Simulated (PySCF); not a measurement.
# [Pb(CO)]2+: other functionals and bases at one geometry

Aim: see how levels, charges and forces of [Pb(CO)]2+ depend on the level of theory. The structure is generated, not taken from experiment.

The runs use PySCF 2.14.0; several levels, as the steps say, no spin–orbit coupling.

1 further run of the same task is left out (for a known fault of the program).

**1. Starting geometry**

3 atoms, charge 2, spin multiplicity 1.

Bond lengths: Pb1–C2 2.673 Å, C2–O3 1.113 Å. Angles: Pb1–C2–O3 180.0°.

Geometry (Å):

```
Pb    0.00000    0.00000   -0.56225
C     0.00000    0.00000    2.11100
O     0.00000    0.00000    3.22444
```

Formal oxidation states: Pb +2. An earlier session relaxed this geometry at PBE0, Pb def2-SVP with ECP60, C def2-SVP, O def2-SVP (singlet, point group C∞v).

At PBE0 on the finer grid: E = -305.222269 Eh, HOMO -22.58 eV, LUMO -15.23 eV, Mulliken charge on Pb1 +1.77 e, largest force component 0.001 eV/Å. 

Levels to run: r2SCAN; M06-L; PBE0, TZVP. Hardware: 2 threads of Arm Neoverse V1, shared host.

**2. r2SCAN**

File run.py (the lines that set the calculation):

```python
mol = gto.M(atom='''
Pb     0.00000     0.00000    -0.56225
C      0.00000     0.00000     2.11100
O      0.00000     0.00000     3.22444''',
    basis={'Pb': 'def2-SVP', 'C': 'def2-SVP', 'O': 'def2-SVP'},
    ecp={'Pb': 'def2-SVP'},
    charge=2, spin=0)
mf = dft.RKS(mol, xc='R2SCAN')
mf.grids.atom_grid = (75, 302)
mf = mf.density_fit()  # fitting sets: Pb def2-universal-JKFIT, C def2-universal-JKFIT, O def2-universal-JKFIT
mf.conv_tol = 1e-08; mf.max_cycle = 55
mf.kernel(dm0)  # dm0: the density of the relaxed state
```

Command:

```
> OMP_NUM_THREADS=2 python run.py
```

**3. M06-L**

Changes to run.py (the lines that set the calculation) since step 2:

```diff
@@ -7,3 +7,3 @@
     charge=2, spin=0)
-mf = dft.RKS(mol, xc='R2SCAN')
+mf = dft.RKS(mol, xc='M06L')
 mf.grids.atom_grid = (75, 302)
```

**4. PBE0, TZVP**

Basis: Pb def2-TZVP with ECP60, C def2-TZVP, O def2-TZVP. 

File run.py (the lines that set the calculation):

```python
mol = gto.M(atom='''
Pb     0.00000     0.00000    -0.56225
C      0.00000     0.00000     2.11100
O      0.00000     0.00000     3.22444''',
    basis={'Pb': 'def2-TZVP', 'C': 'def2-TZVP', 'O': 'def2-TZVP'},
    ecp={'Pb': 'def2-TZVP'},
    charge=2, spin=0)
mf = dft.RKS(mol, xc='PBE0')
mf.grids.atom_grid = (75, 302)
mf = mf.density_fit()  # fitting sets: Pb def2-universal-JKFIT, C def2-universal-JKFIT, O def2-universal-JKFIT
mf.conv_tol = 1e-08; mf.max_cycle = 55
mf.kernel(dm0)  # dm0: free metal ions and neutral atoms
```

What does the calculation give? Wanted: for each run, HOMO; gap; charge on Pb1; dipole; largest force.

As calculated:

| level | state | HOMO (eV) | gap (eV) | charge on Pb1 (e) | dipole (D) | largest force (eV/Å) | basis functions | time |
| --- | --- | --- | --- | --- | --- | --- | --- | --- |
| PBE0 (relaxed here) | singlet | -22.58 | 7.35 | 1.77 | 0.80 | 0.00 | 54 | 1.9 s |
| r2SCAN | singlet | -21.51 | 5.76 | 1.77 | 0.95 | 0.70 | 54 | 1.6 s |
| M06-L | singlet | -21.28 | 5.72 | 1.80 | 0.73 | 0.75 | 54 | 1.7 s |
| PBE0, TZVP | singlet | -22.52 | 7.27 | 1.70 | 0.80 | 0.66 | 112 | 4 s |

Times are on 2 threads of Arm Neoverse V1, shared host; the first row also made further properties. The dipole of a charged species depends on the origin, so these sizes hold for this origin alone.

In one basis the HOMO–LUMO gap runs from 5.72 eV (M06-L) to 7.35 eV (PBE0). The largest leftover force, 0.75 eV/Å with M06-L, stands at a geometry relaxed at another level. The Mulliken charge on Pb spans +1.70 to +1.80 e over the levels. Total energies of different levels can't be compared. Spin–orbit coupling is left out throughout.
